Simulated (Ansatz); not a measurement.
# ClH3HfO3: the cost of one run

Method: RKS PBE0/def2-SVP, in Ansatz 0.2.0.

## Step 1: Starting point

Bond lengths: Hf1–O2 2.070 Å, O2–H3 1.010 Å, Hf1–O4 2.070 Å, O4–H5 1.010 Å, Hf1–O6 2.069 Å, O6–H7 1.010 Å, Hf1–Cl8 2.518 Å. Angles: Hf1–O2–H3 109.5°, O2–Hf1–O4 109.4°, O2–Hf1–O6 109.5°, O2–Hf1–Cl8 109.5°, O4–Hf1–O6 109.5°, O4–Hf1–Cl8 109.5°, O6–Hf1–Cl8 109.5°, Hf1–O4–H5 109.5°, Hf1–O6–H7 109.5°.

Coordinates:

```xyz
8

Hf    0.0000    0.0000    0.0000
O     0.0000    0.0000    2.0700
H    -0.9095   -0.2814    2.4071
O     1.9520    0.0000   -0.6893
H     2.2684   -0.9521   -0.8060
O    -0.9750    1.6891   -0.6893
H    -1.9328    1.4584   -0.9117
Cl   -1.1869   -2.0563   -0.8392
```

## Step 2: Relaxing the start

The input, input.yaml:

```yaml
crystal:
  periodic: [false, false, false]
  atoms:
    - { symbol: Hf, position_ang: [0.0, 0.0, 0.0] }
    - { symbol: O, position_ang: [0.0, 0.0, 2.07] }
    - { symbol: H, position_ang: [-0.9095, -0.2814, 2.4071] }
    - { symbol: O, position_ang: [1.952, 0.0, -0.6893] }
    - { symbol: H, position_ang: [2.2684, -0.9521, -0.806] }
    - { symbol: O, position_ang: [-0.975, 1.6891, -0.6893] }
    - { symbol: H, position_ang: [-1.9328, 1.4584, -0.9117] }
    - { symbol: Cl, position_ang: [-1.1869, -2.0563, -0.8392] }
basis:
  gaussian: { orbitals: def2-SVP }
hamiltonian:
  xc: pbe0
relax:
  f_tol: 0.02
  max_steps: 40
output:
  orbitals: {}
```

The run is started by

```console
$ ansatz run input.yaml --threads 2 --pin off --max-ram 3072MiB --backend cpu --events-out ev --progress --plain --runs-dir out
```

Q: Estimate wall time and peak memory on 2 threads of Arm Neoverse V2, shared host.

About 38 s, with a peak of 0.24 GiB.
